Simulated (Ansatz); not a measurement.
Runs of Ansatz 0.2.0 on ZrB. Symmetry: Fm-3m, No. 225, cubic system. Conventional cell: a = 4.650 Å, b = 4.650 Å, c = 4.650 Å, α = 90.00°, β = 90.00°, γ = 90.00°. Zr (site symmetry m-3m) is surrounded by 6 B at 2.33 Å. B (site symmetry m-3m) is surrounded by 6 Zr at 2.33 Å. 

```csv
level,U,hubbard projectors,double counting,gap on the mesh (eV),pressure (GPa),relaxed volume (Å³/atom)
LDA+U,Zr d U = 3 eV,ortho-atomic (the default),fll (the default),none,0.0,(b)
LDA+U,Zr d U = 2 eV,ortho-atomic (the default),fll (the default),none,0.0,(a)
LDA,-,-,-,none,0.0,14.08
LDA+U,Zr d U = 1 eV,ortho-atomic (the default),fll (the default),none,0.0,14.19
LDA+U,Zr d U = 8 eV,ortho-atomic (the default),fll (the default),none,0.0,15.48
```

Alike in all rows: task relaxation of cell and atoms; potentials or basis Ansatz PAW; no spin polarisation; cell relaxed; k mesh 10 × 10 × 10; cutoff (eV) 420; smearing fermi-dirac 0.05 eV.

**Question.** Fill in the values left out.

**Answer.** (a) 14.30; (b) 14.43.

Caveats: the plane-wave basis is chosen anew once the cell has moved, so the energies of steps on either side of that aren't comparable; the PAW data sets come from PBE, with cores solved anew for the run's functional, which leaves a small shift of forces and pressure; U without spin polarisation on a metal has little footing (some runs); the U is typed as a test and isn't derived for this compound (some runs); the electronic state changed during the relaxation (some runs); the volume moved by over 15 % at a fixed basis, so the end points are rough (some runs).

A k mesh can miss the band edges, and the runs leave out spin-orbit coupling on Zr.

A gap of «none» marks a metal or a gap under the smearing width.
